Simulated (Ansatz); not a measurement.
Ge, space group Cmmm, a check of PAW against all-electron LAPW

Computed with the Ansatz DFT code, driven from Python.

Interactive session:
```pycon
>>> import ansatz as az
>>> import numpy as np
>>> def count_gap(report):
...     # lowest empty less highest filled band, counting bands; zero where they overlap
...     return max(report.get('gap_by_band_count_ev') or 0.0, 0.0)
...
>>> cell = (
...     az.Lattice.from_parameters(2.952069, 2.952069, 2.698231, alpha=90.0, beta=90.0, gamma=123.50542)
...     .atom('Ge', [0.5, 0.5, 0.0])
... )
>>> job = (
...     cell.calculation()
...     .functional('lda')
...     .kpoints(spacing=0.2)
...     .occupations(az.OccupationsMethod.FERMI_DIRAC, width=0.05)
...     .stress()
...     .forces()
...     .band_table()
... )
>>> variants = {
...     'PAW': job.pseudopotentials('paw'),
...     'LAPW': job.pseudopotentials('all_electron', lapw=True),
... }
>>> # totals differ by the cores that each treatment holds, so compare what does not depend on them
>>> rows = []
>>> for label, variant in variants.items():
...     report = variant.run().report
...     levels = np.array(report['eigenvalues_ev'][0]) - report['fermi_energy_ev']
...     print(label, 'levels at the first k-point near E_F:', np.round(levels[np.abs(levels) < 5], 3))
...     rows.append((label, report['n_electrons'], np.trace(report['stress_gpa']) / 3, count_gap(report)))
...
DeckWarning: basis.ecutwfc = 420 eV, auto-derived from the records' recommended cutoffs: set by Ge (normal level)
PAW levels at the first k-point near E_F: []
LAPW levels at the first k-point near E_F: []
>>> print('     treatment  electrons in bands           P GPa  gap by band count eV')
     treatment  electrons in bands           P GPa  gap by band count eV
>>> for row in rows:
...     print(f'{str(row[0]):>14s}  {row[1]:18.1f}  {row[2]:14.3f}  {row[3]:20.3f}')
...
           PAW                14.0          -5.497                 0.000
          LAPW                22.0          -5.469                 0.000
```

PAW gives -5.497 GPa and LAPW -5.469 GPa, 0.028 GPa apart. They took 6.6 and 39.0 s of processor time.

Caveats:
- A gap by band count of zero or less means overlapping bands, a metal.
- At these settings the cell as given stands under about -5 GPa, so it isn't at this functional's equilibrium volume.
- This isn't the structure that Ge takes at ambient conditions.
- Levels are Kohn-Sham eigenvalues on this mesh, without spin-orbit coupling.
- Warnings are shown shortened and without file and line.
- Pressure is positive in compression; the treatments may keep other shells as core, so totals and counts of electrons can differ.
- Finished in 47 s on 1 thread of Arm Neoverse N1, with other jobs on the host, peak memory 0.64 GiB.
